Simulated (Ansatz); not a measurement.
**Cd2SeO: a single-point run**

Wanted: a converged single-point run for Cd2SeO, and a check of what comes out. The structure is shown as the input types it. The cell is built on a prototype (ordering on rocksalt) and needn't be the phase found in nature.

Program: Ansatz 0.2.0. Level of theory: density functional or hybrid calculation with the settings of its input, plane waves (as first typed). These are calculated values, not measurements.

4 further runs of the same task are left out: 1 for a known fault of the program, 3 that didn't finish.

### 1 The starting structure

It takes space group P4/mmm (No. 123, tetragonal). The conventional cell has a = 3.768 Å, b = 3.768 Å, c = 5.162 Å, α = 90.00°, β = 90.00°, γ = 90.00°. O (site symmetry 4/mmm) has 6 Cd at 2.58 to 2.66 Å as nearest neighbours. Cd (site symmetry 4/mmm) is surrounded by 2 O at 2.58 Å and 4 Se at 2.66 Å. Around Se (site symmetry 4/mmm) lie 6 Cd at 2.58 to 2.66 Å. Cd (site symmetry 4/mmm) has 2 Se at 2.58 Å and 4 O at 2.66 Å as nearest neighbours.

The input asks for a charge of +1 e on the cell.

As a file:

```
CELL_PARAMETERS angstrom
3.76759 0.00000 0.00000
0.00000 3.76759 0.00000
0.00000 0.00000 5.16169
ATOMIC_POSITIONS crystal
O 0.00000 0.00000 0.00000
Cd 0.00000 0.00000 0.50000
Se 0.50000 0.50000 0.50000
Cd 0.50000 0.50000 0.00000
```

### 2 The run

Contents of input.yaml:

```yaml
crystal:
  lattice:
    - [3.767585619, 0.0, 0.0]
    - [0.0, 3.767585619, 0.0]
    - [0.0, 0.0, 5.1616932236]
  atoms:
    - { symbol: O, position: [0.0, 0.0, 0.0] }
    - { symbol: Cd, position: [0.0, 0.0, 0.5] }
    - { symbol: Se, position: [0.5, 0.5, 0.5] }
    - { symbol: Cd, position: [0.5, 0.5, 0.0] }
kpoints:
  mp_grid: { grid: [6, 6, 4] }
hamiltonian:
  xc: pbesol
scf:
  occupations: { method: fermi_dirac, width: 0.02 }
  n_extra_bands: 5
  max_iter: 64
output:
  forces: true
  stress: true
  eigenvalues: true
total_charge: 1
```

Launch:

```bash
$ ansatz run input.yaml --threads 4 --pin off --max-ram 3686MiB --backend cpu --events-out ev --progress --plain --runs-dir out
```

Q: Will this input give a usable result? If not, why, and what should change?

The program finished normally. Convergence says nothing about whether the input makes sense.

The suspect setting: total_charge is 1. The typed charge changes the electron count, so this is no longer the system that was meant.

The test: delete total_charge (the default then holds).
